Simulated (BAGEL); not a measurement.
**triplet Si2H4F2 at 3 levels**

Wanted: a comparison of 3 runs (UHF/STO-3G, ROHF/6-31G*, UHF/6-31G*) of triplet Si2H4F2. 

The results are computed with BAGEL 1.2.2.

1 further run of the same task is left out (set aside as unsound or not needed). Runs told in other sessions of the task aren't counted.

### Step 1. The molecule

Si2H4F2 has 8 atoms, charge 0, and is taken as a triplet. SMILES of the parent species: `F[SiH2][SiH2]F`. The shape is that of a PBE0-D4/def2-TZVP optimisation. This is one conformer, not always the lowest. That shape belongs to the parent species and isn't relaxed for this state.

Bond lengths: F1–Si2 1.605 Å, Si2–Si3 2.350 Å, Si3–F4 1.605 Å, Si2–H5 1.485 Å, Si2–H6 1.487 Å, Si3–H7 1.487 Å, Si3–H8 1.485 Å. Some angles: F1–Si2–Si3 110.4°, Si2–Si3–F4 110.4°, F1–Si2–H5 108.0°, F1–Si2–H6 108.1°, Si3–Si2–H5 111.7°, Si3–Si2–H6 109.2°, Si2–Si3–H7 109.2°, Si2–Si3–H8 111.7°, F4–Si3–H7 108.1°, F4–Si3–H8 108.0°.

### Step 2. A single-point energy at UHF/STO-3G (density fitting with qzvpp-jkfit) (run 1)

File job.json:

```json
{ "bagel" : [

{
  "title" : "molecule",
  "basis" : "sto-3g",
  "df_basis" : "qzvpp-jkfit",
  "angstrom" : "true",
  "geometry" : [
    { "atom" : "F", "xyz" : [   -1.934800,    1.205800,   -0.274500 ] },
    { "atom" : "Si", "xyz" : [   -0.357800,    1.128100,    0.012400 ] },
    { "atom" : "Si", "xyz" : [    0.358600,   -1.109600,    0.044100 ] },
    { "atom" : "F", "xyz" : [    0.281000,   -1.742000,   -1.428800 ] },
    { "atom" : "H", "xyz" : [    0.340100,    1.914200,   -1.037000 ] },
    { "atom" : "H", "xyz" : [   -0.099800,    1.743700,    1.341600 ] },
    { "atom" : "H", "xyz" : [    1.774800,   -1.164000,    0.495400 ] },
    { "atom" : "H", "xyz" : [   -0.477100,   -1.941900,    0.946800 ] }
  ]
},
{ "title" : "uhf", "nopen" : 2 },
{ "title" : "print", "file" : "orbitals.molden", "orbitals" : "true" }

]}
```

Command:

```sh
$ BAGEL_NUM_THREADS=1 BAGEL job.json > job.out
```

The program printed:

```text
* using 1 threads per process

  ===============================================================
  ===============================================================

  *** Geometry ***

  { "atom" : "F", "xyz" : [     -3.656242,      2.278632,     -0.518730 ] },
  { "atom" : "Si", "xyz" : [     -0.676144,      2.131800,      0.023433 ] },
  { "atom" : "Si", "xyz" : [      0.677656,     -2.096840,      0.083337 ] },
  { "atom" : "F", "xyz" : [      0.531013,     -3.291903,     -2.700041 ] },
  { "atom" : "H", "xyz" : [      0.642696,      3.617314,     -1.959646 ] },
  { "atom" : "H", "xyz" : [     -0.188595,      3.295115,      2.535257 ] },
  { "atom" : "H", "xyz" : [      3.353886,     -2.199641,      0.936170 ] },
  { "atom" : "H", "xyz" : [     -0.901588,     -3.669659,      1.789193 ] },

  Number of auxiliary basis functions:      482

  Since a DF basis is specified, we compute 2- and 3-index integrals:
    o Being stored without compression. Storage requirement is 0.004 GB

  Number of basis functions:       32
  Number of electrons      :       50

    * METHOD: MOLECULE                             0.18

  *** Open-shell HF ***

  === Nuclear Repulsion ===
   221.6050319839

      * DIIS with orbital gradients will be used.

  === UHF iteration (sto-3g) ===
      0       -769.13627471          0.02973070           0.06
      1       -769.27570341          0.01278109           0.06
      2       -769.30156897          0.00411366           0.06
      3       -769.30760330          0.00206962           0.06
      4       -769.31241305          0.00066803           0.06
      5       -769.31298735          0.00033826           0.06
      6       -769.31315858          0.00010014           0.06
      7       -769.31317825          0.00006396           0.06
      8       -769.31318613          0.00002650           0.06
      9       -769.31318710          0.00001065           0.06
     10       -769.31318730          0.00000332           0.06
     11       -769.31318733          0.00000135           0.06
     12       -769.31318734          0.00000078           0.06
     13       -769.31318734          0.00000044           0.06
     14       -769.31318734          0.00000015           0.06
     15       -769.31318734          0.00000006           0.06
     16       -769.31318734          0.00000004           0.06
     17       -769.31318734          0.00000001           0.06
     18       -769.31318734          0.00000001           0.06
    * SCF iteration converged.

    * S^2 (UHF) is 2.0047

    * Permanent dipole moment:
           (   -0.315910,    -0.105964,    -0.336149) a.u.

    * METHOD: UHF                                  1.21

    * METHOD: PRINT                                0.00

  ===============================================================
```

Run time: 1.5 s. Hardware: 1 thread of Arm Neoverse V1, shared host.

### Step 3. The energy at ROHF/6-31G(d) (density fitting with qzvpp-jkfit, spherical functions) (run 2)

File hf.json:

```json
{ "bagel": [

{
  "title": "molecule",
  "basis": "6-31gs.json",
  "df_basis": "qzvpp-jkfit",
  "angstrom": "true",
  "geometry": [
    { "atom": "F", "xyz": [   -1.934800,    1.205800,   -0.274500 ] },
    { "atom": "Si", "xyz": [   -0.357800,    1.128100,    0.012400 ] },
    { "atom": "Si", "xyz": [    0.358600,   -1.109600,    0.044100 ] },
    { "atom": "F", "xyz": [    0.281000,   -1.742000,   -1.428800 ] },
    { "atom": "H", "xyz": [    0.340100,    1.914200,   -1.037000 ] },
    { "atom": "H", "xyz": [   -0.099800,    1.743700,    1.341600 ] },
    { "atom": "H", "xyz": [    1.774800,   -1.164000,    0.495400 ] },
    { "atom": "H", "xyz": [   -0.477100,   -1.941900,    0.946800 ] }
  ]
},
{
  "title": "rohf",
  "nopen": 2
},
{
  "title": "print",
  "file": "orbitals.molden",
  "orbitals": "true"
}

]}
```

The basis set 6-31G* is read from a file made from the Basis Set Exchange's data (not shown).

Command:

```sh
$ BAGEL_NUM_THREADS=1 BAGEL hf.json > hf.out
```

The program printed:

```text
* using 1 threads per process

  ===============================================================
  ===============================================================

  *** Geometry ***

  { "atom" : "F", "xyz" : [     -3.656242,      2.278632,     -0.518730 ] },
  { "atom" : "Si", "xyz" : [     -0.676144,      2.131800,      0.023433 ] },
  { "atom" : "Si", "xyz" : [      0.677656,     -2.096840,      0.083337 ] },
  { "atom" : "F", "xyz" : [      0.531013,     -3.291903,     -2.700041 ] },
  { "atom" : "H", "xyz" : [      0.642696,      3.617314,     -1.959646 ] },
  { "atom" : "H", "xyz" : [     -0.188595,      3.295115,      2.535257 ] },
  { "atom" : "H", "xyz" : [      3.353886,     -2.199641,      0.936170 ] },
  { "atom" : "H", "xyz" : [     -0.901588,     -3.669659,      1.789193 ] },

  Number of auxiliary basis functions:      482

  Since a DF basis is specified, we compute 2- and 3-index integrals:
    o Being stored without compression. Storage requirement is 0.020 GB

  Number of basis functions:       72
  Number of electrons      :       50

    * METHOD: MOLECULE                             0.25

  *** Open-shell HF ***

  === Nuclear Repulsion ===
   221.6050319839

      * DIIS with orbital gradients will be used.

  === ROHF iteration (6-31gs.json) ===
      0       -778.62510597          0.04717586           0.15
      1       -778.78024880          0.03501605           0.14
      2       -778.85172205          0.02279292           0.15
      3       -778.90537690          0.00175507           0.14
      4       -778.90682923          0.00067015           0.15
      5       -778.90715471          0.00019302           0.15
      6       -778.90722189          0.00003750           0.15
      7       -778.90723817          0.00001503           0.14
      8       -778.90723906          0.00000583           0.15
      9       -778.90723917          0.00000218           0.15
     10       -778.90723900          0.00000080           0.15
     11       -778.90723901          0.00000023           0.14
     12       -778.90723898          0.00000009           0.15
     13       -778.90723897          0.00000003           0.15
     14       -778.90723897          0.00000002           0.15
     15       -778.90723897          0.00000001           0.15
    * SCF iteration converged.

    * S^2 (ROHF) is 2.0000

    * Permanent dipole moment:
           (   -0.673017,    -0.225903,    -0.716018) a.u.

    * METHOD: ROHF                                 2.51

    * METHOD: PRINT                                0.01

  ===============================================================
```

Wall time 2.9 s (1 thread of Arm Neoverse V1, shared host); peak memory 0.1 GiB.

### Step 4. A single-point energy at UHF/6-31G(d) (density fitting with qzvpp-jkfit, spherical functions) (run 3)

File input.json:

```json
{ "bagel" : [

{
  "title" : "molecule",
  "basis" : "6-31gs.json",
  "df_basis" : "qzvpp-jkfit",
  "angstrom" : true,
  "geometry" : [
    { "atom" : "F", "xyz" : [   -1.934800,    1.205800,   -0.274500 ] },
    { "atom" : "Si", "xyz" : [   -0.357800,    1.128100,    0.012400 ] },
    { "atom" : "Si", "xyz" : [    0.358600,   -1.109600,    0.044100 ] },
    { "atom" : "F", "xyz" : [    0.281000,   -1.742000,   -1.428800 ] },
    { "atom" : "H", "xyz" : [    0.340100,    1.914200,   -1.037000 ] },
    { "atom" : "H", "xyz" : [   -0.099800,    1.743700,    1.341600 ] },
    { "atom" : "H", "xyz" : [    1.774800,   -1.164000,    0.495400 ] },
    { "atom" : "H", "xyz" : [   -0.477100,   -1.941900,    0.946800 ] }
  ]
},
{ "title" : "uhf", "nopen" : 2 },
{ "title" : "print", "file" : "orbitals.molden", "orbitals" : true }

]}
```

The basis set 6-31G* is read from a file made from the Basis Set Exchange's data (not shown).

Command:

```sh
$ BAGEL_NUM_THREADS=1 BAGEL input.json > input.out
```

The program printed:

```text
* using 1 threads per process

  ===============================================================
  ===============================================================

  *** Geometry ***

  { "atom" : "F", "xyz" : [     -3.656242,      2.278632,     -0.518730 ] },
  { "atom" : "Si", "xyz" : [     -0.676144,      2.131800,      0.023433 ] },
  { "atom" : "Si", "xyz" : [      0.677656,     -2.096840,      0.083337 ] },
  { "atom" : "F", "xyz" : [      0.531013,     -3.291903,     -2.700041 ] },
  { "atom" : "H", "xyz" : [      0.642696,      3.617314,     -1.959646 ] },
  { "atom" : "H", "xyz" : [     -0.188595,      3.295115,      2.535257 ] },
  { "atom" : "H", "xyz" : [      3.353886,     -2.199641,      0.936170 ] },
  { "atom" : "H", "xyz" : [     -0.901588,     -3.669659,      1.789193 ] },

  Number of auxiliary basis functions:      482

  Since a DF basis is specified, we compute 2- and 3-index integrals:
    o Being stored without compression. Storage requirement is 0.020 GB

  Number of basis functions:       72
  Number of electrons      :       50

    * METHOD: MOLECULE                             0.25

  *** Open-shell HF ***

  === Nuclear Repulsion ===
   221.6050319839

      * DIIS with orbital gradients will be used.

  === UHF iteration (6-31gs.json) ===
      0       -778.62510597          0.04717586           0.15
      1       -778.78347760          0.03487226           0.15
      2       -778.85474855          0.02266260           0.15
      3       -778.90732927          0.00156611           0.15
      4       -778.90872246          0.00063035           0.15
      5       -778.90901034          0.00024703           0.15
      6       -778.90909488          0.00009401           0.15
      7       -778.90911275          0.00005860           0.15
      8       -778.90912242          0.00002348           0.15
      9       -778.90912348          0.00000914           0.15
     10       -778.90912357          0.00000380           0.15
     11       -778.90912362          0.00000124           0.15
     12       -778.90912363          0.00000049           0.15
     13       -778.90912363          0.00000021           0.15
     14       -778.90912363          0.00000011           0.15
     15       -778.90912363          0.00000006           0.15
     16       -778.90912363          0.00000003           0.15
     17       -778.90912363          0.00000002           0.15
     18       -778.90912363          0.00000001           0.14
     19       -778.90912363          0.00000001           0.15
    * SCF iteration converged.

    * S^2 (UHF) is 2.0057

    * Permanent dipole moment:
           (   -0.677699,    -0.227494,    -0.721000) a.u.

    * METHOD: UHF                                  3.14

    * METHOD: PRINT                                0.01

  ===============================================================
```

Run time: 3.6 s. Hardware: 1 thread of Arm Neoverse V1, shared host; peak memory 0.1 GiB.

### Step 5. Overview of the runs

| run | level | energy (Eh) | dipole moment (D) | ⟨S²⟩ | wall time |
| --- | --- | --- | --- | --- | --- |
| 1 | UHF/STO-3G (density fitting with qzvpp-jkfit) | -769.313187 | 1.20 | 2.005 | 1.5 s |
| 2 | ROHF/6-31G* (density fitting with qzvpp-jkfit, spherical functions) | -778.907239 | 2.56 | 2.000 | 2.9 s |
| 3 | UHF/6-31G* (density fitting with qzvpp-jkfit, spherical functions) | -778.909124 | 2.58 | 2.006 | 3.6 s |

### Step 6. Results

```
            quantity          value
 run 3: total energy  -778.90912 Eh
run 3: dipole moment         2.58 D
         run 3: ⟨S²⟩          2.006
```

The dipole moment (its size) runs from 1.20 D (UHF/STO-3G) to 2.58 D (UHF/6-31G*). In run 1 the basis is minimal, so the values are rough. All runs together took 8.1 s, the longest 3.6 s.
